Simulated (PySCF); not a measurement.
**GaH: changing the method**

Aim: see what other levels and later steps give for GaH.

Method: each script names its method and basis; program: PySCF 2.14.0.

### Step 1. Where the work starts

GaH: 2 atoms, charge 0, spin multiplicity 1.

Bond lengths: Ga1–H2 1.525 Å.

### Step 2. Base script

Contents of input.py:

```python
from pyscf import gto, dft

mol = gto.M(
    atom='Ga 0 0 0; H 0 0 1.525',
    basis='cc-pvtz',
    charge=0,
    spin=0,
    verbose=3,
)
mf = dft.UKS(mol, xc='hcth407')
mf.kernel()
mf.analyze()
print('orbital energies (hartree):', [e[max(0, n-3):n+3].round(4) for e, n in zip(mf.mo_energy, mol.nelec)])
```

The run is started by

```bash
$ OMP_NUM_THREADS=1 python input.py
```

Its log is not repeated here.

It gives: E(SCF) = -1926.481779 Eh, μ = 0.29 D.

The bond length is a typed value, not an optimised one.

### Step 3. Pbesol

Edit 1 changes functional: hcth407 → pbesol.

input.py: that of step 2 with these lines changed.

```diff
@@ -9,3 +9,3 @@
 )
-mf = dft.UKS(mol, xc='hcth407')
+mf = dft.UKS(mol, xc='pbesol')
 mf.kernel()
```

The run is started by

```bash
$ OMP_NUM_THREADS=1 python input.py
```

Output:

```text
converged SCF energy = -1923.6985805976  <S^2> = 1.9699797e-11  2S+1 = 1
**** MO energy ****
                             alpha | beta                alpha | beta
MO #1   energy= -370.61694317794   | -370.61694318772   occ= 1 | 1
MO #2   energy= -45.3078556411829  | -45.3078556038166  occ= 1 | 1
MO #3   energy= -40.1677854545111  | -40.1677854334912  occ= 1 | 1
MO #4   energy= -40.1677854545109  | -40.1677854334911  occ= 1 | 1
MO #5   energy= -40.1638644081492  | -40.1638643843691  occ= 1 | 1
MO #6   energy= -5.25857698196521  | -5.25857693976022  occ= 1 | 1
MO #7   energy= -3.59314791622886  | -3.59314786759311  occ= 1 | 1
MO #8   energy= -3.59314791622883  | -3.59314786759309  occ= 1 | 1
MO #9   energy= -3.58065333428537  | -3.58065332354831  occ= 1 | 1
MO #10  energy= -0.736063249836501 | -0.736063200543961 occ= 1 | 1
MO #11  energy= -0.736063248802367 | -0.736063199509868 occ= 1 | 1
MO #12  energy= -0.728043865468289 | -0.728043916306152 occ= 1 | 1
MO #13  energy= -0.726731099093687 | -0.726731127618926 occ= 1 | 1
MO #14  energy= -0.726731099093672 | -0.726731127618913 occ= 1 | 1
MO #15  energy= -0.367683670596898 | -0.367683695699699 occ= 1 | 1
MO #16  energy= -0.178638638852161 | -0.17863848814028  occ= 1 | 1
MO #17  energy= -0.0903370164154276 | -0.0903370344160205 occ= 0 | 0
MO #18  energy= -0.090337016415418 | -0.090337034416012 occ= 0 | 0
MO #19  energy= 0.0607424823032146 | 0.06074250933312   occ= 0 | 0
MO #20  energy= 0.0655329686050559 | 0.0655330324089594 occ= 0 | 0
MO #21  energy= 0.165738498783005  | 0.165738431676179  occ= 0 | 0
MO #22  energy= 0.171213581102915  | 0.171213231591034  occ= 0 | 0
MO #23  energy= 0.171213581102919  | 0.171213231591043  occ= 0 | 0
MO #24  energy= 0.179007857038453  | 0.179007900067057  occ= 0 | 0
MO #25  energy= 0.179007857038457  | 0.179007900067075  occ= 0 | 0
MO #26  energy= 0.183839758194615  | 0.183839840481711  occ= 0 | 0
MO #27  energy= 0.183839773259216  | 0.183839855551811  occ= 0 | 0
MO #28  energy= 0.312961570338702  | 0.312961732003556  occ= 0 | 0
MO #29  energy= 0.421152631024043  | 0.421153130314189  occ= 0 | 0
MO #30  energy= 0.683622988377282  | 0.68362320079051   occ= 0 | 0
MO #31  energy= 0.683622988377289  | 0.683623200790516  occ= 0 | 0
MO #32  energy= 0.825366207732227  | 0.825365706733604  occ= 0 | 0
MO #33  energy= 0.825366251424554  | 0.825365750425369  occ= 0 | 0
MO #34  energy= 0.827609488125439  | 0.827609714496516  occ= 0 | 0
MO #35  energy= 0.82760948812544   | 0.827609714496519  occ= 0 | 0
MO #36  energy= 0.887018811147142  | 0.887018358516222  occ= 0 | 0
MO #37  energy= 0.887018811147146  | 0.887018358516244  occ= 0 | 0
MO #38  energy= 0.888113213118138  | 0.888113305780778  occ= 0 | 0
MO #39  energy= 0.888113236238806  | 0.888113328903632  occ= 0 | 0
MO #40  energy= 0.929432740439824  | 0.929432180969276  occ= 0 | 0
MO #41  energy= 0.987311250487504  | 0.987311656270133  occ= 0 | 0
MO #42  energy= 1.14981639796902   | 1.14981693630925   occ= 0 | 0
MO #43  energy= 1.14981639796904   | 1.14981693630926   occ= 0 | 0
MO #44  energy= 1.18333841456395   | 1.18333846004608   occ= 0 | 0
MO #45  energy= 1.62453476758829   | 1.62453554450236   occ= 0 | 0
MO #46  energy= 1.84405996497421   | 1.84405990836      occ= 0 | 0
MO #47  energy= 1.84405996497583   | 1.84405990836159   occ= 0 | 0
MO #48  energy= 1.87522777255435   | 1.87522735293114   occ= 0 | 0
MO #49  energy= 2.65314146219075   | 2.65314279649944   occ= 0 | 0
MO #50  energy= 3.22356889945125   | 3.22357018525409   occ= 0 | 0
MO #51  energy= 3.22356981128431   | 3.22357109707509   occ= 0 | 0
MO #52  energy= 3.41781640620103   | 3.4178168627461    occ= 0 | 0
MO #53  energy= 3.41781640620103   | 3.41781686274611   occ= 0 | 0
MO #54  energy= 3.72788837127287   | 3.72788905536556   occ= 0 | 0
MO #55  energy= 3.87308957724867   | 3.87309179516476   occ= 0 | 0
MO #56  energy= 3.8730895772487    | 3.87309179516479   occ= 0 | 0
MO #57  energy= 4.45088986916754   | 4.45089173362794   occ= 0 | 0

To work with the spin densities directly, `use mulliken_meta_spin()` only printing them here.

 ** Mulliken spin pop alpha/beta on meta-lowdin orthogonal AOs **
 ** Mulliken Spin Density (per atom)  **
spin density of  0 Ga =     -0.00000
spin density of  1 H =      0.00000
 ** Mulliken pop alpha/beta on meta-lowdin orthogonal AOs **
 ** Mulliken atomic charges   ( Nelec_alpha | Nelec_beta ) **
charge of  0Ga =      0.10570  (    15.44715     15.44715 )
charge of  1H =     -0.10570  (     0.55285      0.55285 )
Dipole moment(X, Y, Z, Debye): -0.00000, -0.00000,  0.28963
orbital energies (hartree): [array([-0.7267, -0.3677, -0.1786, -0.0903, -0.0903,  0.0607]), array([-0.7267, -0.3677, -0.1786, -0.0903, -0.0903,  0.0607])]
```

Run time: 2.3 s. Hardware: 1 thread of Intel Xeon Platinum 8488C, shared host.

This run: E(SCF) = -1923.698581 Eh, μ = 0.29 D.

### Step 4. Stability test

Edit 2 changes step after the SCF: analyze → stability.

input.py: that of step 2 with these lines changed.

```diff
@@ -11,3 +11,4 @@
 mf.kernel()
-mf.analyze()
+mf.stability(internal=True, external=True)
+mf.dip_moment()
 print('orbital energies (hartree):', [e[max(0, n-3):n+3].round(4) for e, n in zip(mf.mo_energy, mol.nelec)])
```

The run is started by

```bash
$ OMP_NUM_THREADS=1 python input.py
```

Output:

```text
converged SCF energy = -1926.48177932424  <S^2> = 5.3343996e-12  2S+1 = 1
<class 'pyscf.dft.uks.UKS'> wavefunction is stable in the internal stability analysis
<class 'pyscf.dft.uks.UKS'> wavefunction is stable in the real -> complex stability analysis
<class 'pyscf.dft.uks.UKS'> wavefunction is stable in the UHF/UKS -> GHF/GKS stability analysis
Dipole moment(X, Y, Z, Debye): -0.00000,  0.00000,  0.28893
orbital energies (hartree): [array([-0.7632, -0.3688, -0.1842, -0.0929, -0.0929,  0.0453]), array([-0.7632, -0.3688, -0.1842, -0.0929, -0.0929,  0.0453])]
```

It took 13 s on 1 thread of Intel Xeon Platinum 8488C, shared host; peak memory 0.25 GiB.

This run: E(SCF) = -1926.481779 Eh (no change), μ = 0.29 D, internal stable; real -> complex stable; UHF/UKS -> GHF/GKS stable.

### Step 5. Tpssh

Edit 3 changes functional: hcth407 → tpssh.

input.py: that of step 2 with these lines changed.

```diff
@@ -9,3 +9,3 @@
 )
-mf = dft.UKS(mol, xc='hcth407')
+mf = dft.UKS(mol, xc='tpssh')
 mf.kernel()
```

The run is started by

```bash
$ OMP_NUM_THREADS=1 python input.py
```

Output:

```text
converged SCF energy = -1925.42448203526  <S^2> = 1.2203571e-11  2S+1 = 1
**** MO energy ****
                             alpha | beta                alpha | beta
MO #1   energy= -372.304307972603  | -372.30430797938   occ= 1 | 1
MO #2   energy= -45.7410463580871  | -45.7410463517444  occ= 1 | 1
MO #3   energy= -40.4652107032873  | -40.4652107054375  occ= 1 | 1
MO #4   energy= -40.4652107032873  | -40.4652107054375  occ= 1 | 1
MO #5   energy= -40.4614179538515  | -40.4614179486883  occ= 1 | 1
MO #6   energy= -5.43441090280222  | -5.43441089906869  occ= 1 | 1
MO #7   energy= -3.71517175557717  | -3.71517174343541  occ= 1 | 1
MO #8   energy= -3.71517175557715  | -3.71517174343539  occ= 1 | 1
MO #9   energy= -3.70273434624034  | -3.70273436728098  occ= 1 | 1
MO #10  energy= -0.7823951220429   | -0.782395101497859 occ= 1 | 1
MO #11  energy= -0.782395120829291 | -0.782395100284194 occ= 1 | 1
MO #12  energy= -0.773483185060687 | -0.773483189919697 occ= 1 | 1
MO #13  energy= -0.772464312586591 | -0.772464336926479 occ= 1 | 1
MO #14  energy= -0.772464312586586 | -0.772464336926478 occ= 1 | 1
MO #15  energy= -0.390985270917667 | -0.390985024376135 occ= 1 | 1
MO #16  energy= -0.19777870024831  | -0.197778543265265 occ= 1 | 1
MO #17  energy= -0.0745041668241136 | -0.0745041151210249 occ= 0 | 0
MO #18  energy= -0.074504166824109 | -0.0745041151210215 occ= 0 | 0
MO #19  energy= 0.0729375952318994 | 0.072937616784114  occ= 0 | 0
MO #20  energy= 0.0759340012792139 | 0.0759340854227011 occ= 0 | 0
MO #21  energy= 0.182897200114361  | 0.182897041014354  occ= 0 | 0
MO #22  energy= 0.189981145791913  | 0.189980986180528  occ= 0 | 0
MO #23  energy= 0.189981145791917  | 0.18998098618053   occ= 0 | 0
MO #24  energy= 0.194025150282416  | 0.194025197798871  occ= 0 | 0
MO #25  energy= 0.194025150282432  | 0.194025197798895  occ= 0 | 0
MO #26  energy= 0.201777642926115  | 0.20177770687468   occ= 0 | 0
MO #27  energy= 0.201777677627683  | 0.201777741567858  occ= 0 | 0
MO #28  energy= 0.3293976337197    | 0.32939767263951   occ= 0 | 0
MO #29  energy= 0.447712990654268  | 0.447713549160418  occ= 0 | 0
MO #30  energy= 0.717524248846044  | 0.717524611716851  occ= 0 | 0
MO #31  energy= 0.717524248846048  | 0.717524611716856  occ= 0 | 0
MO #32  energy= 0.863451973746312  | 0.863452184813923  occ= 0 | 0
MO #33  energy= 0.863451973746313  | 0.863452184813926  occ= 0 | 0
MO #34  energy= 0.863565710853434  | 0.863565557641569  occ= 0 | 0
MO #35  energy= 0.863565828286265  | 0.863565675073255  occ= 0 | 0
MO #36  energy= 0.927348495773817  | 0.92734862949852   occ= 0 | 0
MO #37  energy= 0.927348516967706  | 0.927348650692417  occ= 0 | 0
MO #38  energy= 0.929690232607167  | 0.929690054203505  occ= 0 | 0
MO #39  energy= 0.929690232607175  | 0.929690054203509  occ= 0 | 0
MO #40  energy= 0.970415863978437  | 0.970415611474166  occ= 0 | 0
MO #41  energy= 1.03091132831953   | 1.0309116410725    occ= 0 | 0
MO #42  energy= 1.19405356090176   | 1.19405386102812   occ= 0 | 0
MO #43  energy= 1.19405356090177   | 1.19405386102813   occ= 0 | 0
MO #44  energy= 1.22303188220143   | 1.22303192859024   occ= 0 | 0
MO #45  energy= 1.68502930668142   | 1.68502993798539   occ= 0 | 0
MO #46  energy= 1.90655323134379   | 1.9065532465504    occ= 0 | 0
MO #47  energy= 1.90655323134552   | 1.90655324655207   occ= 0 | 0
MO #48  energy= 1.94467828748429   | 1.94467828322927   occ= 0 | 0
MO #49  energy= 2.79994795828397   | 2.79995013319914   occ= 0 | 0
MO #50  energy= 3.36407824007778   | 3.36407981322653   occ= 0 | 0
MO #51  energy= 3.36407984045904   | 3.3640814136905    occ= 0 | 0
MO #52  energy= 3.59385149274233   | 3.59385378775543   occ= 0 | 0
MO #53  energy= 3.59385149274234   | 3.59385378775543   occ= 0 | 0
MO #54  energy= 3.91755544034177   | 3.91755769990047   occ= 0 | 0
MO #55  energy= 4.04517856351872   | 4.04518003930605   occ= 0 | 0
MO #56  energy= 4.04517856351872   | 4.04518003930606   occ= 0 | 0
MO #57  energy= 4.62794906872788   | 4.62795002616575   occ= 0 | 0

To work with the spin densities directly, `use mulliken_meta_spin()` only printing them here.

 ** Mulliken spin pop alpha/beta on meta-lowdin orthogonal AOs **
 ** Mulliken Spin Density (per atom)  **
spin density of  0 Ga =     -0.00000
spin density of  1 H =      0.00000
 ** Mulliken pop alpha/beta on meta-lowdin orthogonal AOs **
 ** Mulliken atomic charges   ( Nelec_alpha | Nelec_beta ) **
charge of  0Ga =      0.14109  (    15.42946     15.42946 )
charge of  1H =     -0.14109  (     0.57054      0.57054 )
Dipole moment(X, Y, Z, Debye):  0.00000, -0.00000,  0.32006
orbital energies (hartree): [array([-0.7725, -0.391 , -0.1978, -0.0745, -0.0745,  0.0729]), array([-0.7725, -0.391 , -0.1978, -0.0745, -0.0745,  0.0729])]
```

It took 4.1 s on 1 thread of Intel Xeon Platinum 8488C, shared host.

Result: E(SCF) = -1925.424482 Eh, μ = 0.32 D.

### Step 6. All runs together

```csv
run,E(SCF) (hartree),from base (eV),gap (eV),SCF dipole (D),after the SCF
base,-1926.481779,0,2.48,0.29,n/a
pbesol,-1923.698581,not comparable,2.40,0.29,n/a
stability test,-1926.481779,0.0000,2.48,0.29,stable
tpssh,-1925.424482,not comparable,3.36,0.32,n/a
```

Wall time on 1 thread of Intel Xeon Platinum 8488C, shared host, start-up included: base 2.6 s; pbesol 2.3 s; stability test 13 s; tpssh 4.1 s.

What this shows: The gap between the frontier levels is 2.4 eV with pbesol (0 % exact exchange) and 3.4 eV with tpssh (10 %). Total energies of different functionals can't be compared with each other; differences within one functional can. The dearest run is “stability test”, at 13 s against 2.6 s.
